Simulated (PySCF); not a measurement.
# The bond of NaIn, level by level

The task here is to estimate one member of a computed series from the others.

The runs use PySCF 2.14.0; Na def2-SVP, In def2-SVP with ECP28, scalar-relativistic core potentials.

Set-up of the first run:

A driver script around PySCF takes these settings:

| Item | Value |
| --- | --- |
| atoms | Na, In |
| charge | 0 |
| basis | Na def2-SVP, In def2-SVP with ECP28 |
| Hamiltonian | scalar-relativistic core potentials |
| basis functions | 41 |
| electrons treated | 32 |
| masses in u | 22.9898, 114.9039 |
| levels | PBE0, PBE, r²SCAN, M06-L, B97-3, B2PLYP, CAM-B3LYP, HF, MP2, SCS-MP2, CCSD, CCSD(T) |
| grid | 80 radial by 434 angular points |
| occupations | held fixed by the projection of orbital angular momentum |
| dissociation limit | Na + In, each in its ground configuration |
| starting distance in angstrom | 2.965 |
| values of 2S to try | 0, 2 |

Started as:

```
> OMP_NUM_THREADS=1 python dia.py task.json out
```

Among the steps run: Input; First curve: PBE0; Excited determinants; PBE (GGA); r²SCAN; M06-L (meta-GGA); B97-3 (global hybrid GGA); B2PLYP; CAM-B3LYP (range-separated hybrid); RHF; Correlated methods on the Hartree–Fock reference.

One table of the session follows, with a row left open; its other results are not shown here.

It belongs to the step «The curves together». Energy (eV) from each level's lowest point:

| R (Å) | RHF | RHF-MP2 | RHF-SCS-MP2 | RHF-CCSD | RHF-CCSD(T) |
| --- | --- | --- | --- | --- | --- |
| 2.813 | 0.311 | 0.262 | 0.272 | n/a | n/a |
| 2.944 | 0.161 | 0.126 | 0.133 | 0.130 | 0.130 |
| 3.075 | 0.068 | 0.045 | 0.049 | 0.048 | 0.049 |
| 3.173 | 0.026 | 0.013 | 0.015 | 0.015 | 0.015 |
| 3.271 | ? | ? | ? | ? | ? |
| 3.369 | 0.000 | 0.003 | 0.001 | 0.000 | 0.000 |
| 3.500 | 0.013 | 0.026 | 0.020 | 0.018 | 0.017 |
| 3.663 | 0.055 | 0.077 | 0.068 | 0.062 | 0.059 |
| 3.860 | 0.130 | 0.161 | 0.147 | 0.134 | 0.127 |
| 4.122 | 0.258 | 0.294 | 0.274 | n/a | n/a |

**Question.** Estimate the row for R (Å) = 3.271.

Worked estimate for «RHF». A straight line through the neighbours (3.173, 0.026) and (3.369, 0.000) gives 0.026 + (0.000 − 0.026) × (3.271 − 3.173) / (3.369 − 3.173) = 0.013; a parabola fitted to 4 rows on both sides gives 0.005.

The run gave: RHF: 0.005; RHF-MP2: 0.000; RHF-SCS-MP2: 0.000; RHF-CCSD: 0.000; RHF-CCSD(T): 0.000. In «RHF» the line misses by +0.008 and the parabola by 0.000.
